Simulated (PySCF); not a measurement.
# C8H6S: magnetic properties

What do calculations give for the magnetic properties of C8H6S (`S=C=Cc1ccccc1`)?

Programs: PySCF 2.14.0, with routines of our own; each step states its level. All values are computed. Atoms count from 0.

## 1. The starting structure

15 atoms, charge 0, multiplicity 1; geometry from: GFN2-xTB.

## 2. Magnetic properties: GIAO wB97X-D/pcSseg-1

What the job is given:

```
{"job": {"kind": "mag", "xc": "wB97X-D", "basis": "pcSseg-1", "isotopologues": 0}, "charge": 0, "multiplicity": 1}
S      3.258812     0.377887     2.804741
C      2.544887    -0.125070     1.517605
C      1.944362    -0.546941     0.438775
C      0.583840    -0.217968     0.042380
C      0.058482    -0.742539    -1.138508
C     -1.232557    -0.437373    -1.525064
C     -2.019540     0.391717    -0.743043
C     -1.505674     0.915901     0.433041
C     -0.216629     0.617026     0.825081
H      2.498651    -1.201166    -0.222401
H      0.666151    -1.391727    -1.752969
H     -1.626837    -0.849180    -2.442634
H     -3.027885     0.628672    -1.047662
H     -2.115110     1.561477     1.048243
H      0.184634     1.027273     1.740503
```

Method: GIAO wB97X-D/pcSseg-1 magnetisability, rotational g tensor and spin-rotation constants, non-relativistic, gas phase.

Run with:

```bash
$ OMP_NUM_THREADS=1 python excited_run.py task.json out
```

The driver reads the jobs from task.json and runs them one after another.

The program printed:

```text
coarse grid: 14032 points
cycle   1  E = -706.3206717661  dE =  2.057e+00  |g| = 3.788e-01  |ddm| = 4.125e+00
cycle   2  E = -706.3205849982  dE =  8.677e-05  |g| = 4.424e-01  |ddm| = 9.922e-01
cycle   3  E = -706.3680205974  dE = -4.744e-02  |g| = 5.956e-02  |ddm| = 4.170e-01
cycle   4  E = -706.3689532523  dE = -9.327e-04  |g| = 3.374e-02  |ddm| = 1.076e-01
cycle   5  E = -706.3693000423  dE = -3.468e-04  |g| = 8.288e-03  |ddm| = 5.688e-02
cycle   6  E = -706.3693281380  dE = -2.810e-05  |g| = 3.554e-03  |ddm| = 1.346e-02
cycle   7  E = -706.3693366114  dE = -8.473e-06  |g| = 1.619e-03  |ddm| = 7.986e-03
final grid: 133648 points
cycle   8  E = -706.4325108784  dE = -2.470e-04  |g| = 5.261e-03  |ddm| = 7.219e-02
cycle   9  E = -706.4325160207  dE = -5.142e-06  |g| = 3.439e-03  |ddm| = 1.160e-02
cycle  10  E = -706.4325188666  dE = -2.846e-06  |g| = 9.359e-04  |ddm| = 4.132e-03
cycle  11  E = -706.4325191709  dE = -3.043e-07  |g| = 3.880e-04  |ddm| = 1.607e-03
cycle  12  E = -706.4325192318  dE = -6.089e-08  |g| = 1.485e-04  |ddm| = 5.866e-04
cycle  13  E = -706.4325192480  dE = -1.617e-08  |g| = 6.038e-05  |ddm| = 3.575e-04
cycle  14  E = -706.4325192513  dE = -3.262e-09  |g| = 2.865e-05  |ddm| = 1.858e-04
cycle  15  E = -706.4325192518  dE = -5.391e-10  |g| = 8.536e-06  |ddm| = 6.670e-05
converged SCF energy = -706.4325192518

Magnetisability tensor (1e-30 J/T^2)
    -1212.13     -232.81      187.41
     -232.81    -1660.81      441.45
      187.41      441.45    -1214.25
isotropic -1362.40   principal values   -2038.75  -1113.16   -935.29
isotropic susceptibility -82.046 1e-6 cm^3/mol

Inertial axes            a          b          c
rot. const./GHz      4.5091     0.6847     0.5945
chi total           -62.060    -61.301   -122.776
chi diamagnetic    -388.463  -1753.514  -2026.449
chi paramagnetic    326.403   1692.214   1903.673
quadrupole/D A        2.487      8.462    -10.949
g nuclear            0.6024     0.5294     0.5391
g electronic        -0.6914    -0.5444    -0.5316
g total             -0.0891    -0.0149     0.0074

Spin-rotation constants (kHz, H = +C I.J)
atom  isotope        aa         bb         cc
  9     1H       -0.484      0.070     -0.071
 10     1H       -0.456      0.076     -0.064
 11     1H        0.177     -0.019     -0.059
 12     1H        0.352     -0.047     -0.060
 13     1H       -0.451      0.077     -0.059
 14     1H        0.186     -0.015     -0.063
  0    33S*       2.729      0.245      0.284
  1    13C*       2.353      0.329      0.403
  2    13C*       0.844      0.223      0.106
  3    13C*       2.150      0.260      0.061
  4    13C*       1.467      0.334      0.074
  5    13C*       2.042      0.276      0.062
  6    13C*       2.127      0.256      0.061
* in the singly substituted isotopologue
```

Run time: 51 s. Hardware: 1 thread of Arm Neoverse V2, shared host; peak memory 0.9 GiB.

From this job:

```
              quantity                     value
       magnetisability          -1362·10⁻³⁰ J/T²
  molar susceptibility        -82.0·10⁻⁶ cm³/mol
rotational g (a, b, c)  -0.0891, -0.0149, 0.0074
```

## 3. Magnetic properties: GIAO KT1/6-31G

The job, as its differences from that of step 2:

```diff
@@ -1,2 +1,2 @@
-{"job": {"kind": "mag", "xc": "wB97X-D", "basis": "pcSseg-1", "isotopologues": 0}, "charge": 0, "multiplicity": 1}
+{"job": {"kind": "mag", "xc": "KT1", "basis": "6-31G"}, "charge": 0, "multiplicity": 1}
 S      3.258812     0.377887     2.804741
```

Level: GIAO KT1/6-31G magnetisability, rotational g tensor and spin-rotation constants, non-relativistic, gas phase.

The program printed:

```text
coarse grid: 14032 points
cycle   1  E = -712.8630587560  dE =  1.505e+00  |g| = 4.318e-01  |ddm| = 4.257e+00
cycle   2  E = -712.7284593781  dE =  1.346e-01  |g| = 7.795e-01  |ddm| = 1.614e+00
cycle   3  E = -712.9091389308  dE = -1.807e-01  |g| = 1.826e-01  |ddm| = 1.248e+00
cycle   4  E = -712.9200610090  dE = -1.092e-02  |g| = 4.038e-02  |ddm| = 2.828e-01
cycle   5  E = -712.9203060435  dE = -2.450e-04  |g| = 2.658e-02  |ddm| = 9.450e-02
cycle   6  E = -712.9205479067  dE = -2.419e-04  |g| = 1.001e-02  |ddm| = 4.690e-02
cycle   7  E = -712.9205737256  dE = -2.582e-05  |g| = 3.626e-03  |ddm| = 1.584e-02
cycle   8  E = -712.9205776264  dE = -3.901e-06  |g| = 1.349e-03  |ddm| = 6.522e-03
final grid: 133648 points
cycle   9  E = -712.7510184800  dE = -5.668e-05  |g| = 1.559e-02  |ddm| = 7.153e-02
cycle  10  E = -712.7505093728  dE =  5.091e-04  |g| = 4.164e-02  |ddm| = 6.857e-02
cycle  11  E = -712.7510815305  dE = -5.722e-04  |g| = 6.507e-03  |ddm| = 5.642e-02
cycle  12  E = -712.7510945432  dE = -1.301e-05  |g| = 1.530e-03  |ddm| = 9.533e-03
cycle  13  E = -712.7510953307  dE = -7.875e-07  |g| = 3.378e-04  |ddm| = 2.523e-03
cycle  14  E = -712.7510953655  dE = -3.474e-08  |g| = 1.066e-04  |ddm| = 6.839e-04
cycle  15  E = -712.7510953691  dE = -3.680e-09  |g| = 4.675e-05  |ddm| = 2.295e-04
cycle  16  E = -712.7510953698  dE = -6.542e-10  |g| = 7.453e-06  |ddm| = 6.175e-05
converged SCF energy = -712.7510953698

Magnetisability tensor (1e-30 J/T^2)
    -1234.07     -212.99      176.48
     -212.99    -1655.36      398.72
      176.48      398.72    -1248.52
isotropic -1379.32   principal values   -1997.91  -1145.55   -994.50
isotropic susceptibility -83.065 1e-6 cm^3/mol

Inertial axes            a          b          c
rot. const./GHz      4.5091     0.6847     0.5945
chi total           -64.298    -64.579   -120.317
chi diamagnetic    -387.796  -1753.730  -2027.714
chi paramagnetic    323.499   1689.151   1907.397
quadrupole/D A        0.894      8.368     -9.261
g nuclear            0.6024     0.5294     0.5391
g electronic        -0.6853    -0.5434    -0.5327
g total             -0.0829    -0.0139     0.0064

Spin-rotation constants (kHz, H = +C I.J)
atom  isotope        aa         bb         cc
  9     1H       -0.537      0.058     -0.076
 10     1H       -0.470      0.066     -0.071
 11     1H        0.133     -0.024     -0.066
 12     1H        0.300     -0.050     -0.067
 13     1H       -0.467      0.068     -0.066
 14     1H        0.135     -0.021     -0.069
  0    33S*       2.192      0.202      0.235
  1    13C*       2.156      0.276      0.341
  2    13C*       0.746      0.182      0.095
  3    13C*       1.750      0.215      0.056
  4    13C*       1.224      0.275      0.065
  5    13C*       1.685      0.231      0.054
  6    13C*       1.744      0.216      0.051
* in the singly substituted isotopologue
```

It took 23 s on 1 thread of Arm Neoverse V2, shared host; peak memory 0.56 GiB.

In short:

```
              quantity                     value
       magnetisability          -1379·10⁻³⁰ J/T²
  molar susceptibility        -83.1·10⁻⁶ cm³/mol
rotational g (a, b, c)  -0.0829, -0.0139, 0.0064
```

## 4. The levels compared

```
                level  ξ (10⁻³⁰ J/T²)     g(a)     g(b)  gap (eV)  functions  time
GIAO wB97X-D/pcSseg-1           -1362  -0.0891  -0.0149      7.18        190  51 s
       GIAO KT1/6-31G           -1379  -0.0829  -0.0139      1.92         97  23 s
```

## 5. Outcome

| quantity | value |
| --- | --- |
| magnetisability (step 2, GIAO wB97X-D/pcSseg-1) | -1362·10⁻³⁰ J/T² |
| molar susceptibility (step 2, GIAO wB97X-D/pcSseg-1) | -82.0·10⁻⁶ cm³/mol |
| rotational g (a, b, c) (step 2, GIAO wB97X-D/pcSseg-1) | -0.0891, -0.0149, 0.0074 |
| magnetisability over the levels | -1379 to -1362·10⁻³⁰ J/T² |

What this shows: The magnetisability spreads by 1.2 % over 2 levels, from GIAO KT1/6-31G (23 s) to GIAO wB97X-D/pcSseg-1 (51 s); the runs took 23 s to 51 s. Two levels can agree by chance, so this spread shows no convergence. Vibrational averaging and real surroundings are missing from these values.
